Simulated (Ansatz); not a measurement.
# AlRu: the cost of one run

Computed with Ansatz 0.2.0 (DFT LDA, scalar-relativistic, plane waves, PAW, unless a step's input says otherwise).

1 further run of the same task is left out (it didn't finish).

## Step 1: The starting structure

The structure is cubic, space group Pm-3m (No. 221). The conventional cell has a = 2.992 Å, b = 2.992 Å, c = 2.992 Å, α = 90.00°, β = 90.00°, γ = 90.00°. Al (site symmetry m-3m) is surrounded by 8 Ru at 2.59 Å. Around Ru (site symmetry m-3m) lie 8 Al at 2.59 Å.

As a file:

```
Al Ru
1.0
     2.99160    0.00000    0.00000
     0.00000    2.99160    0.00000
     0.00000    0.00000    2.99160
Al Ru
1 1
Direct
  0.00000 0.00000 0.00000
  0.50000 0.50000 0.50000
```

Source of the structure: the Crystallography Open Database.

## Step 2: Probe: one point at the start

input.yaml

```yaml
crystal:
  lattice:
    - [2.9916, 0.0, 0.0]
    - [0.0, 2.9916, 0.0]
    - [0.0, 0.0, 2.9916]
  atoms:
    - { symbol: Al, position: [0.0, 0.0, 0.0] }
    - { symbol: Ru, position: [0.5, 0.5, 0.5] }
basis:
  ecutwfc: 420
kpoints:
  mp_grid: { grid: [6, 6, 6] }
hamiltonian:
  xc: lda
scf:
  occupations: { method: gaussian, width: 0.1 }
output:
  forces: true
  stress: true
  eigenvalues: true
```

Launch:

```bash
> ansatz run input.yaml --threads 1 --pin off --max-ram 2560MiB --backend cpu --events-out ev --progress --plain --runs-dir out
```

**Question.** How long does this run take on 1 thread of Intel Xeon at 2.50GHz (Skylake/Cascade Lake), shared host, and how much memory does it need?

About 1.6 s, with a peak of 0.28 GiB.
